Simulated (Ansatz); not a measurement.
Working through a single point from a YAML input of La2In, space group P6_3/mmc

With the Ansatz DFT code, driven from Python.

Contents of `la2in.yaml`:
```yaml
crystal:
  lattice:
    - [5.653768, 0.0, 0.0]
    - [-2.826884, 4.896306, 0.0]
    - [0.0, 0.0, 7.156892]
  atoms:
    - { symbol: La, position: [0.0, 0.0, 0.0] }
    - { symbol: La, position: [0.0, 0.0, 0.5] }
    - { symbol: La, position: [0.666667, 0.333333, 0.25] }
    - { symbol: La, position: [0.333333, 0.666667, 0.75] }
    - { symbol: In, position: [0.333333, 0.666667, 0.25] }
    - { symbol: In, position: [0.666667, 0.333333, 0.75] }
kpoints:
  mp_grid: { grid: [5, 5, 4] }
hamiltonian:
  xc: r2scan
scf:
  occupations: { method: cold, width: 0.15 }
basis:
  ecutwfc: "600 eV"
output:
  forces: true
  stress: true
  eigenvalues: true
```

The cells in order, each with its output:

In [1]:
```python
from collections import Counter

import ansatz
import pandas as pd
```

In [2]:
```python
outcome = ansatz.Session.from_deck('la2in.yaml').plan().execute()
summary = outcome.report
```
```text
DeckWarning: the atoms were moved onto the symmetric positions of the space group found under crystal.symmetry.tolerance 1.0e-5 (fractional; no operation is sought that the atoms, as they stand in a [...]
```

In [3]:
```python
[(site.symbol, site.position_frac.round(4).tolist()) for site in outcome.lattice.sites]
```
Out [3]:
```text
[(<Element.LA: 'La'>, [0.0, 0.0, 0.0]), (<Element.LA: 'La'>, [0.0, 0.0, 0.5]),
 (<Element.LA: 'La'>, [0.6667, 0.3333, 0.25]), (<Element.LA: 'La'>, [0.3333, 0.6667, 0.75]),
 (<Element.IN: 'In'>, [0.3333, 0.6667, 0.25]), (<Element.IN: 'In'>, [0.6667, 0.3333, 0.75])]
```

In [4]:
```python
for key in ('converged', 'n_iterations', 'n_electrons', 'n_kpoints', 'n_pw', 'n_symmetry_ops', 'free_energy_ev', 'fermi_energy_ev'):
    print(f'{key:18s} {summary[key]}')
```
```text
converged          True
n_iterations       8
n_electrons        70.0
n_kpoints          15
n_pw               6605
n_symmetry_ops     24
free_energy_ev     -36285.230548834115
fermi_energy_ev    11.035428276243358
```

In [5]:
```python
edges = summary.get('band_edges_ev')
if edges:
    print(f'band edges on the mesh: {edges[0]:.3f} and {edges[1]:.3f} eV, gap {edges[1] - edges[0]:.3f} eV')
else:
    print('no band edges reported (a metal, or a gap too narrow for this smearing); Fermi level', round(summary['fermi_energy_ev'], 3), 'eV')

fermi = summary['fermi_energy_ev']
print('levels less the Fermi level (eV) at the first k-points')
for k, levels in list(zip(summary['kpoints_frac'], summary['eigenvalues_ev']))[:4]:
    print('k = ({:.3f}, {:.3f}, {:.3f})'.format(*k))
    print('   ', ' '.join(f'{e - fermi:.3f}' for e in levels))
```
```text
no band edges reported (a metal, or a gap too narrow for this smearing); Fermi level 11.035 eV
levels less the Fermi level (eV) at the first k-points
k = (0.000, 0.000, 0.000)
    -34.322 -34.155 -34.066 -34.025 -18.109 -17.901 -17.901 -17.506 -17.506 -17.470 -17.470 -17.405 -17.350 -17.154 -17.154 -16.907 -14.345 -14.329 -14.327 -14.327 -14.311 -14.311 -14.301 -14.301 -14.298 -14.298 -6.370 -5.055 -2.329 -2.329 -1.500 -1.129 -0.689 -0.689 -0.630 -0.630 0.383 0.383 1.107 1.621 1.621 1.650
k = (0.000, 0.000, 0.250)
    -34.301 -34.188 -34.052 -34.027 -17.964 -17.866 -17.866 -17.635 -17.635 -17.398 -17.388 -17.353 -17.353 -17.178 -17.178 -17.069 -14.331 -14.324 -14.324 -14.321 -14.312 -14.312 -14.301 -14.301 -14.299 -14.299 -6.137 -5.162 -2.169 -2.169 -1.631 -1.222 -1.222 -0.887 -0.193 -0.193 0.238 0.238 0.399 1.601 1.601 1.704
k = (0.000, 0.000, -0.500)
    -34.249 -34.249 -34.035 -34.035 -17.770 -17.770 -17.770 -17.770 -17.621 -17.621 -17.312 -17.312 -17.247 -17.247 -17.247 -17.247 -14.317 -14.317 -14.317 -14.317 -14.315 -14.315 -14.301 -14.301 -14.301 -14.301 -5.595 -5.595 -1.754 -1.754 -1.754 -1.754 -1.367 -1.367 0.042 0.042 0.042 0.042 0.949 0.949 1.734 1.734
k = (0.000, 0.200, 0.000)
    -34.309 -34.155 -34.066 -34.037 -18.181 -17.939 -17.859 -17.648 -17.482 -17.473 -17.418 -17.344 -17.221 -17.213 -17.132 -16.928 -14.346 -14.344 -14.323 -14.321 -14.319 -14.314 -14.312 -14.309 -14.302 -14.300 -6.043 -5.190 -2.045 -1.786 -1.606 -1.429 -0.676 -0.509 -0.389 -0.385 -0.179 0.360 1.271 1.427 1.528 1.672
```

In [6]:
```python
# forces in eV per angstrom
table = pd.DataFrame(summary['forces_ev_ang'], columns=['fx', 'fy', 'fz'])
table.insert(0, 'atom', [site['symbol'] for site in summary['lattice']['sites']])
table.round(4)
```
Out [6]:
```text
  atom   fx   fy   fz
0   La  0.0  0.0 -0.0
1   La  0.0  0.0  0.0
2   La  0.0  0.0  0.0
3   La  0.0 -0.0  0.0
4   In  0.0  0.0  0.0
5   In -0.0 -0.0  0.0
```

In [7]:
```python
print('energy terms (eV)')
for term, value in summary['components'].items():
    if abs(value) > 1e-9:
        print(f'  {term:26s} {value:16.5f}')
```
```text
energy terms (eV)
  e_band                           -244.56041
  e_kinetic                        1253.68441
  e_local                         -3681.07241
  e_nonlocal                       1105.56623
  e_hartree                        1377.73638
  e_xc                             -930.69774
  e_vxc                            -856.01409
  e_paw                          -30114.60290
  e_vpaw                           -870.38319
  e_augmentation_tail                 0.00001
  e_vtau                             48.18655
  e_ewald                         -5298.03296
  e_core_change                       2.20514
  e_smearing                         -0.01671
```

In [8]:
```python
told = Counter((n['data']['severity'], n['data']['kind']) for n in outcome.notices if n['event'] == 'notice')
for (severity, kind), count in sorted(told.items()):
    print(f'{severity:8s} {kind} x{count}')
```
```text
audit    band_cg_iterations x1
audit    preconditioner_resolved x1
```

Notes:
- Absolute energies stand on the zero of these potentials, so only differences at equal settings mean something. A total without «per atom» is that of the cell as typed.
- The energy terms are those on the plane-wave grid, with the one-centre PAW part apart; e_band, e_vxc and e_vpaw aren't summands of the total.
- The computed bands are complete only to about 1.3 eV above the Fermi level.
- The mesh is modest for a metal, so energies can be off by several to tens of meV an atom and pressures by half a GPa or more; differences at equal mesh fare better.
- Only differences from the Fermi energy are physical; the zero of the scale is a convention.
- This cell is a computed structure, which may not be the phase found in nature.
- Levels are Kohn-Sham eigenvalues on this mesh, without spin-orbit coupling.
- Warnings are shown shortened and without file and line.
- Wall time of the script: 31 s on 1 thread of Arm Neoverse V2 (shared host), peak memory 1.2 GiB.

(Lines on the test bed's own set-up are left out of the output.)
